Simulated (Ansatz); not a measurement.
# EuMnBi2: the cost of one run

Computed with Ansatz 0.2.0 (DFT PBE, scalar-relativistic, plane waves, PAW, unless a step's input says otherwise).

3 further runs of the same task are left out: 3 that didn't finish. Runs told in other sessions of the task aren't counted.

## (1) The structure to begin with

Symmetry: I4/mmm, No. 139, tetragonal system. The conventional cell has a = 4.631 Å, b = 4.631 Å, c = 20.806 Å, α = 90.00°, β = 90.00°, γ = 90.00°. Eu (site symmetry 4mm) is surrounded by 8 Bi at 3.42 to 3.47 Å and 4 Mn at 3.49 Å. Around Mn (site symmetry -4m2) lie 4 Bi at 2.83 Å. Bi (site symmetry 4mm) is surrounded by 4 Mn at 2.83 Å and 4 Eu at 3.42 Å. Bi (site symmetry mmm) has 4 Bi at 3.27 Å and 4 Eu at 3.47 Å in its first shell of neighbours.

Coordinates:

```cif
data_structure
_symmetry_space_group_name_H-M 'I4/mmm'
_symmetry_Int_Tables_number 139
_cell_length_a 4.6309
_cell_length_b 4.6309
_cell_length_c 20.8062
_cell_angle_alpha 90.000
_cell_angle_beta 90.000
_cell_angle_gamma 90.000
_cell_volume 446.19
loop_
_atom_site_label
_atom_site_type_symbol
_atom_site_symmetry_multiplicity
_atom_site_Wyckoff_symbol
_atom_site_fract_x
_atom_site_fract_y
_atom_site_fract_z
_atom_site_occupancy
Eu1 Eu 4 e 0.00000 0.00000 0.12428 1
Mn1 Mn 4 d 0.00000 0.50000 0.25000 1
Bi1 Bi 4 e 0.00000 0.00000 0.32841 1
Bi2 Bi 4 c 0.00000 0.50000 0.00000 1
```

An earlier run at PBE left this cell at 27.887 Å³/atom and 0.01 GPa (10×10×10 mesh). The large moments point both ways.

## (2) Antiferromagnetic, in the cell as typed

Contents of input.yaml:

```yaml
crystal:
  lattice:
    - [-2.3154317036, 2.3154317036, 10.403114259]
    - [2.3154317036, -2.3154317036, 10.403114259]
    - [2.3154317036, 2.3154317036, -10.403114259]
  atoms:
    - { symbol: Eu, position: [0.1242803951, 0.1242803951, 0.0], spin: 7.0 }
    - { symbol: Eu, position: [0.8757196049, 0.8757196049, 0.0], spin: -7.0 }
    - { symbol: Mn, position: [0.75, 0.25, 0.5], spin: 3.5 }
    - { symbol: Mn, position: [0.25, 0.75, 0.5], spin: -3.5 }
    - { symbol: Bi, position: [0.3284123171, 0.3284123171, 0.0] }
    - { symbol: Bi, position: [0.6715876829, 0.6715876829, 0.0] }
    - { symbol: Bi, position: [0.5, 0.0, 0.5] }
    - { symbol: Bi, position: [0.0, 0.5, 0.5] }
basis:
  ecutwfc: 420
  ecutrho_ratio: 4
kpoints:
  mp_grid: { grid: [10, 10, 10] }
hamiltonian:
  xc: pbe
scf:
  occupations: { method: gaussian, width: 0.05 }
  lower_state_search: "off"
output:
  forces: true
  stress: true
  eigenvalues: true
  populations: true
magnetization:
  spin_polarized: true
```

Run with:

```
ansatz run input.yaml --threads 4 --pin off --max-ram 10240MiB --backend cpu --events-out ev --progress --plain --runs-dir out
```

What time and memory should one allow on 4 threads of Arm Neoverse V2, shared host?

About 5.8 min, with a peak of 4.1 GiB.
